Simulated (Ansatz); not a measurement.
# Si₂H₅I: how energies converge with the basis set

Aim: see how fast density functionals converge with the basis set for Si₂H₅I.

Computed with Ansatz 0.2.0, Gaussian basis. Level: one geometry, several basis sets.

The runs, in order: PBE0-D4/def2-SVP; ωB97M-V/def2-SVP; PBE0-D4/def2-QZVPP; ωB97M-V/def2-QZVPP; the functionals' def2-TZVPP values are taken from earlier runs.

1 further run of the same task is left out (for a known fault of the program).

**1. The geometry**

The geometry comes from an earlier relaxation with PBE0-D4 in a triple-zeta def2 set; it is a stationary point, not always the lowest conformer. I takes the def2 core potential; no spin-orbit term is included.

8 atoms, charge 0, spin multiplicity 1.

Atoms are counted from 1 here; the program's logs count them from 0.

Bond lengths: Si1–Si2 2.335 Å, Si1–H4 1.488 Å, Si1–H5 1.485 Å, Si1–H6 1.485 Å, Si2–I3 2.450 Å, Si2–H7 1.485 Å, Si2–H8 1.485 Å. Angles: Si2–Si1–H4 110.3°, Si2–Si1–H5 109.1°, Si2–Si1–H6 109.0°, H4–Si1–H5 109.4°, H4–Si1–H6 109.4°, H5–Si1–H6 109.7°, Si1–Si2–I3 107.7°, Si1–Si2–H7 112.4°, Si1–Si2–H8 112.4°, I3–Si2–H7 107.6°, I3–Si2–H8 107.6°, H7–Si2–H8 109.0°.

As a file:

| atom | x (Å) | y (Å) | z (Å) |
| --- | --- | --- | --- |
| Si1 | -0.6868 | 0.9092 | -0.4193 |
| Si2 | 0.4583 | -0.9925 | 0.3062 |
| I3 | 2.6425 | -0.2715 | 1.1513 |
| H4 | -2.0280 | 0.5344 | -0.9445 |
| H5 | 0.0981 | 1.5669 | -1.4952 |
| H6 | -0.8483 | 1.8434 | 0.7242 |
| H7 | -0.2443 | -1.6866 | 1.4150 |
| H8 | 0.7007 | -1.9604 | -0.7934 |

**2. PBE0-D4 in def2-SVP**

The input, in.yaml:

```yaml
crystal:
  periodic: [false, false, false]
  atoms:
    - {symbol: Si, position_ang: [-0.686772, 0.909235, -0.419269]}
    - {symbol: Si, position_ang: [0.458263, -0.992536, 0.306201]}
    - {symbol: I, position_ang: [2.642470, -0.271504, 1.151314]}
    - {symbol: H, position_ang: [-2.027951, 0.534381, -0.944478]}
    - {symbol: H, position_ang: [0.098095, 1.566871, -1.495234]}
    - {symbol: H, position_ang: [-0.848299, 1.843355, 0.724208]}
    - {symbol: H, position_ang: [-0.244295, -1.686607, 1.414984]}
    - {symbol: H, position_ang: [0.700689, -1.960396, -0.793424]}
basis:
  gaussian: {orbitals: def2-SVP}
hamiltonian: {xc: pbe0, dispersion: d4}
output: {orbitals: {seedname: orbitals}}
```

Launch:

```console
ansatz run in.yaml --threads 2 --pin off --events-out ev --progress --plain --max-ram 4352MiB
```

Further steps of the session: ωB97M-V in def2-SVP; PBE0-D4 in def2-QZVPP; ωB97M-V in def2-QZVPP.

**Question.** What will the summary of the whole plan be? Wanted: PBE0-D4: double and triple zeta above quadruple; ωB97M-V: double and triple zeta above quadruple.

**Answer**, as computed:

| quantity | value |
| --- | --- |
| PBE0-D4: double and triple zeta above quadruple | 6.42, 0.56 eV |
| ωB97M-V: double and triple zeta above quadruple | 6.49, 0.53 eV |

For PBE0-D4 the step from double to triple zeta gains 5.86 eV and the next only 0.56 eV. Total energies overstate the basis error of differences, where much of it tends to cancel.
